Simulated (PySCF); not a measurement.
**A gas-phase reaction: GeH4 + C2H2 → C2H6Ge**

What reaction energy should one expect for `[GeH4]` + `C#C` → `C=[CH][GeH3]`?

Programs: PySCF 2.14.0. All values are calculated, for the isolated system unless a continuum is named. Atoms count from 0, parts from 1.

### 1 Starting point

Each species was relaxed by itself at PBE0-D3(BJ)/def2-SVPD.

### 2 Energies of the species: wB97M-D3(BJ)/def2-TZVPD

What the job is given:

```
{"job": {"kind": "react", "xc": "wB97M-D3(BJ)", "basis": "def2-TZVPD"}, "charge": 0, "multiplicity": 1}
-1 GeH4 charge 0 multiplicity 1
Ge     0.068380     0.044510     0.026830
H     -0.816590    -0.433090    -1.133380
H      0.435140     1.520560    -0.183190
H      1.350040    -0.799580     0.073960
H     -0.695090    -0.109850     1.349960

-1 C2H2 charge 0 multiplicity 1
C      0.591720    -0.120200     0.008590
C     -0.592120     0.120290    -0.008140
H      1.643740    -0.333920     0.023430
H     -1.644130     0.333960    -0.023030

+1 C2H6Ge charge 0 multiplicity 1
C     -0.571300     1.274220    -0.706930
C     -0.328060     0.532580     0.377380
Ge     0.590890    -1.174520     0.316190
H     -0.261600     0.957400    -1.707190
H     -1.092180     2.234130    -0.643670
H     -0.663480     0.904420     1.352430
H      0.962500    -1.480500    -1.144750
H      1.867780    -1.131150     1.175520
H     -0.313220    -2.293940     0.864180
```

With the program's defaults for keys left out, this is: wB97M-D3(BJ)/def2-TZVPD reaction energy of separated species, gas phase.

Run with:

```bash
$ OMP_NUM_THREADS=1 python cluster_run.py task.json out
```

The driver reads the jobs from task.json and runs them one after another.

What it wrote:

```text
species 1 (GeH4)
coarse grid: 17304 points
cycle   1  E = -2079.3778263669  dE = -8.510e-01  |g| = 5.595e-01  |ddm| = 1.776e+00
cycle   2  E = -2079.3805403118  dE = -2.714e-03  |g| = 5.696e-01  |ddm| = 5.997e-01
cycle   3  E = -2079.4012841000  dE = -2.074e-02  |g| = 9.829e-03  |ddm| = 2.784e-01
cycle   4  E = -2079.4013461849  dE = -6.208e-05  |g| = 3.861e-03  |ddm| = 2.000e-02
cycle   5  E = -2079.4013501580  dE = -3.973e-06  |g| = 5.223e-04  |ddm| = 7.114e-03
final grid: 34528 points
cycle   6  E = -2079.4012820734  dE = -8.854e-08  |g| = 3.861e-04  |ddm| = 1.225e-03
cycle   7  E = -2079.4012820819  dE = -8.435e-09  |g| = 4.003e-04  |ddm| = 4.990e-04
cycle   8  E = -2079.4012820923  dE = -1.046e-08  |g| = 2.122e-05  |ddm| = 1.853e-04
cycle   9  E = -2079.4012820928  dE = -5.216e-10  |g| = 3.404e-06  |ddm| = 4.713e-05
converged SCF energy = -2079.4012820928

species 2 (C2H2)
coarse grid: 15304 points
cycle   1  E = -77.3670556150  dE =  9.289e-02  |g| = 2.304e-01  |ddm| = 4.147e+00
cycle   2  E = -77.3787795793  dE = -1.172e-02  |g| = 1.097e-01  |ddm| = 9.653e-01
cycle   3  E = -77.3816654079  dE = -2.886e-03  |g| = 1.648e-02  |ddm| = 1.625e-01
cycle   4  E = -77.3817485300  dE = -8.312e-05  |g| = 2.266e-03  |ddm| = 3.070e-01
cycle   5  E = -77.3817508678  dE = -2.338e-06  |g| = 2.363e-04  |ddm| = 1.967e-02
final grid: 33160 points
cycle   6  E = -77.3817668172  dE = -4.691e-08  |g| = 7.355e-05  |ddm| = 4.612e-03
cycle   7  E = -77.3817668209  dE = -3.691e-09  |g| = 2.619e-05  |ddm| = 1.140e-03
cycle   8  E = -77.3817668212  dE = -2.860e-10  |g| = 2.538e-05  |ddm| = 4.304e-04
converged SCF energy = -77.3817668212

species 3 (C2H6Ge)
coarse grid: 32608 points
cycle   1  E = -2156.8141900771  dE = -5.291e-01  |g| = 5.849e-01  |ddm| = 3.239e+00
cycle   2  E = -2156.8220960987  dE = -7.906e-03  |g| = 5.860e-01  |ddm| = 9.802e-01
cycle   3  E = -2156.8463095654  dE = -2.421e-02  |g| = 1.910e-02  |ddm| = 4.477e-01
cycle   4  E = -2156.8464746465  dE = -1.651e-04  |g| = 9.013e-03  |ddm| = 6.395e-02
cycle   5  E = -2156.8464983576  dE = -2.371e-05  |g| = 1.974e-03  |ddm| = 1.474e-02
cycle   6  E = -2156.8464998133  dE = -1.456e-06  |g| = 4.452e-04  |ddm| = 4.277e-03
final grid: 67688 points
cycle   7  E = -2156.8464249956  dE = -1.103e-07  |g| = 2.897e-04  |ddm| = 8.975e-03
cycle   8  E = -2156.8464250069  dE = -1.131e-08  |g| = 2.888e-04  |ddm| = 1.423e-03
cycle   9  E = -2156.8464250133  dE = -6.386e-09  |g| = 2.664e-05  |ddm| = 2.534e-04
cycle  10  E = -2156.8464250140  dE = -7.103e-10  |g| = 1.055e-05  |ddm| = 2.072e-04
converged SCF energy = -2156.8464250140

Reaction energy = -41.779 kcal/mol
```

It took 15 s on 1 thread of Arm Neoverse V1, shared host; peak memory 0.65 GiB.

Species by species (with the dispersion term, which the log's SCF energies lack):

```tsv
ν	species	energy (Eh)	HOMO (eV)
-1	[GeH4]	-2079.40385	-11.98
-1	C#C	-77.38394	-10.79
+1	C=[CH][GeH3]	-2156.85437	-10.21
```

### 3 Energies of the species: PBE0-D3(BJ)/def2-TZVPD

Same as in step 2 but for these lines:

```diff
@@ -1,2 +1,2 @@
-{"job": {"kind": "react", "xc": "wB97M-D3(BJ)", "basis": "def2-TZVPD"}, "charge": 0, "multiplicity": 1}
+{"job": {"kind": "react", "xc": "PBE0", "basis": "def2-TZVPD", "disp": "d3bj"}, "charge": 0, "multiplicity": 1}
 -1 GeH4 charge 0 multiplicity 1
```

With the program's defaults for keys left out, this is: PBE0-D3(BJ)/def2-TZVPD reaction energy of separated species, gas phase.

What it wrote:

```text
species 1 (GeH4)
coarse grid: 17304 points
cycle   1  E = -2079.0959059919  dE = -7.911e-01  |g| = 5.999e-01  |ddm| = 1.757e+00
cycle   2  E = -2079.0884683604  dE =  7.438e-03  |g| = 6.795e-01  |ddm| = 6.427e-01
cycle   3  E = -2079.1188666160  dE = -3.040e-02  |g| = 1.023e-02  |ddm| = 3.531e-01
cycle   4  E = -2079.1188868757  dE = -2.026e-05  |g| = 4.743e-03  |ddm| = 1.539e-02
cycle   5  E = -2079.1188922577  dE = -5.382e-06  |g| = 1.617e-04  |ddm| = 4.897e-03
final grid: 34528 points
cycle   6  E = -2079.1188838922  dE = -9.420e-09  |g| = 1.086e-04  |ddm| = 1.675e-03
cycle   7  E = -2079.1188838921  dE =  2.092e-11  |g| = 1.462e-04  |ddm| = 1.752e-04
cycle   8  E = -2079.1188838940  dE = -1.903e-09  |g| = 8.935e-06  |ddm| = 7.861e-05
cycle   9  E = -2079.1188838941  dE = -2.046e-11  |g| = 4.384e-07  |ddm| = 1.286e-05
converged SCF energy = -2079.1188838941

species 2 (C2H2)
coarse grid: 3416 points
cycle   1  E = -77.2343459486  dE =  9.839e-02  |g| = 3.138e-01  |ddm| = 2.078e+00
cycle   2  E = -77.2384232943  dE = -4.077e-03  |g| = 2.813e-01  |ddm| = 7.971e-01
cycle   3  E = -77.2596060637  dE = -2.118e-02  |g| = 1.420e-02  |ddm| = 3.317e-01
cycle   4  E = -77.2596576001  dE = -5.154e-05  |g| = 1.741e-03  |ddm| = 1.152e-01
cycle   5  E = -77.2596582119  dE = -6.118e-07  |g| = 8.753e-05  |ddm| = 2.873e-03
final grid: 33160 points
cycle   6  E = -77.2561389549  dE = -1.447e-05  |g| = 3.142e-03  |ddm| = 1.383e-01
cycle   7  E = -77.2561394836  dE = -5.287e-07  |g| = 2.744e-03  |ddm| = 9.106e-03
cycle   8  E = -77.2561414772  dE = -1.994e-06  |g| = 2.199e-04  |ddm| = 5.593e-03
cycle   9  E = -77.2561414721  dE =  5.092e-09  |g| = 2.557e-04  |ddm| = 7.727e-04
cycle  10  E = -77.2561414887  dE = -1.656e-08  |g| = 1.281e-05  |ddm| = 1.696e-04
cycle  11  E = -77.2561414887  dE = -3.654e-11  |g| = 5.898e-07  |ddm| = 5.765e-05
converged SCF energy = -77.2561414887

species 3 (C2H6Ge)
coarse grid: 32608 points
cycle   1  E = -2156.4032059571  dE = -5.605e-01  |g| = 6.672e-01  |ddm| = 3.255e+00
cycle   2  E = -2156.3833769209  dE =  1.983e-02  |g| = 7.816e-01  |ddm| = 1.145e+00
cycle   3  E = -2156.4475319458  dE = -6.416e-02  |g| = 2.386e-02  |ddm| = 6.125e-01
cycle   4  E = -2156.4475941465  dE = -6.220e-05  |g| = 1.996e-02  |ddm| = 4.443e-02
cycle   5  E = -2156.4476897108  dE = -9.556e-05  |g| = 5.772e-03  |ddm| = 1.765e-02
cycle   6  E = -2156.4476989646  dE = -9.254e-06  |g| = 1.001e-03  |ddm| = 5.593e-03
final grid: 67688 points
cycle   7  E = -2156.4476876253  dE =  1.537e-07  |g| = 1.285e-03  |ddm| = 9.217e-03
cycle   8  E = -2156.4476871231  dE =  5.023e-07  |g| = 1.883e-03  |ddm| = 2.261e-03
cycle   9  E = -2156.4476880172  dE = -8.941e-07  |g| = 2.666e-04  |ddm| = 1.304e-03
cycle  10  E = -2156.4476880344  dE = -1.723e-08  |g| = 1.019e-05  |ddm| = 2.077e-04
cycle  11  E = -2156.4476880344  dE = -3.001e-11  |g| = 3.365e-06  |ddm| = 2.106e-05
converged SCF energy = -2156.4476880344

Reaction energy = -47.115 kcal/mol
```

Wall time 7.9 s (1 thread of Arm Neoverse V1, shared host); peak memory 0.59 GiB.

Reaction energy at this level: -47.11 kcal/mol.

### 4 Energies of the species: MP2/def2-TZVPD

Same as in step 3 but for these lines:

```diff
@@ -1,2 +1,2 @@
-{"job": {"kind": "react", "xc": "PBE0", "basis": "def2-TZVPD", "disp": "d3bj"}, "charge": 0, "multiplicity": 1}
+{"job": {"kind": "react", "xc": "MP2", "basis": "def2-TZVPD"}, "charge": 0, "multiplicity": 1}
 -1 GeH4 charge 0 multiplicity 1
```

Method: MP2/def2-TZVPD reaction energy of separated species, gas phase.

What it wrote:

```text
species 1 (GeH4)
final grid: 34528 points
cycle   1  E = -2077.6580043300  dE = -9.282e-01  |g| = 3.264e-01  |ddm| = 1.760e+00
cycle   2  E = -2077.6747256434  dE = -1.672e-02  |g| = 2.265e-01  |ddm| = 2.927e-01
cycle   3  E = -2077.6784912102  dE = -3.766e-03  |g| = 2.575e-02  |ddm| = 1.360e-01
cycle   4  E = -2077.6788826917  dE = -3.915e-04  |g| = 4.611e-03  |ddm| = 5.008e-02
cycle   5  E = -2077.6788909157  dE = -8.224e-06  |g| = 7.068e-04  |ddm| = 1.114e-02
cycle   6  E = -2077.6788912061  dE = -2.905e-07  |g| = 8.615e-05  |ddm| = 2.559e-03
cycle   7  E = -2077.6788912128  dE = -6.673e-09  |g| = 7.866e-06  |ddm| = 2.699e-04
cycle   8  E = -2077.6788912129  dE = -4.593e-11  |g| = 6.622e-07  |ddm| = 4.074e-05
converged SCF energy = -2077.6788912129

species 2 (C2H2)
final grid: 33160 points
cycle   1  E = -76.8280385644  dE =  1.479e-01  |g| = 2.432e-01  |ddm| = 2.346e+00
cycle   2  E = -76.8488610442  dE = -2.082e-02  |g| = 5.620e-02  |ddm| = 5.190e-01
cycle   3  E = -76.8502497981  dE = -1.389e-03  |g| = 1.062e-02  |ddm| = 4.974e-01
cycle   4  E = -76.8502936048  dE = -4.381e-05  |g| = 2.214e-03  |ddm| = 1.070e-01
cycle   5  E = -76.8502950244  dE = -1.420e-06  |g| = 3.547e-04  |ddm| = 5.266e-03
cycle   6  E = -76.8502951044  dE = -7.995e-08  |g| = 9.375e-05  |ddm| = 1.526e-03
cycle   7  E = -76.8502951094  dE = -5.062e-09  |g| = 1.039e-05  |ddm| = 1.317e-03
cycle   8  E = -76.8502951095  dE = -7.518e-11  |g| = 3.444e-06  |ddm| = 7.732e-05
converged SCF energy = -76.8502951095

species 3 (C2H6Ge)
final grid: 67688 points
cycle   1  E = -2154.5468086033  dE = -5.040e-01  |g| = 3.952e-01  |ddm| = 3.200e+00
cycle   2  E = -2154.5833762957  dE = -3.657e-02  |g| = 2.330e-01  |ddm| = 5.823e-01
cycle   3  E = -2154.5884010611  dE = -5.025e-03  |g| = 5.023e-02  |ddm| = 2.507e-01
cycle   4  E = -2154.5892951201  dE = -8.941e-04  |g| = 6.089e-03  |ddm| = 9.850e-02
cycle   5  E = -2154.5893125796  dE = -1.746e-05  |g| = 1.641e-03  |ddm| = 1.671e-02
cycle   6  E = -2154.5893142050  dE = -1.625e-06  |g| = 6.391e-04  |ddm| = 5.357e-03
cycle   7  E = -2154.5893144205  dE = -2.155e-07  |g| = 1.401e-04  |ddm| = 2.003e-03
cycle   8  E = -2154.5893144374  dE = -1.684e-08  |g| = 4.943e-05  |ddm| = 6.060e-04
cycle   9  E = -2154.5893144383  dE = -9.372e-10  |g| = 1.261e-05  |ddm| = 9.594e-05
converged SCF energy = -2154.5893144383

Reaction energy = -41.228 kcal/mol
```

Run time: 3.4 s. Hardware: 1 thread of Arm Neoverse V1, shared host; peak memory 0.47 GiB.

Reaction energy at this level: -41.23 kcal/mol.

### 5 Comparing the runs

Energies in kcal/mol, with wall time:

```tsv
run	reaction	time
wB97M-D3(BJ)/def2-TZVPD	-41.78	15 s
PBE0-D3(BJ)/def2-TZVPD	-47.11	7.9 s
MP2/def2-TZVPD	-41.23	3.4 s
```

### 6 Results

```
                                                quantity                      value
               reaction energy (wB97M-D3(BJ)/def2-TZVPD)            -41.78 kcal/mol
                     ΔH, ΔG at 298 K (xTB thermal terms)      -38.4, -30.1 kcal/mol
range of the reaction energy over the runs of this table  -47.11 to -41.23 kcal/mol
```

**Reading.** The reaction is exothermic by 38.4 kcal/mol in the gas phase; dispersion gives -2.01, and xTB itself gave -32.65 for the electronic energy (xTB energies and thermal terms come from the earlier relaxation of each species, not shown). No barrier was sought. The reaction energy runs from -47.11 (PBE0-D3(BJ)/def2-TZVPD) to -41.23 kcal/mol (MP2/def2-TZVPD).
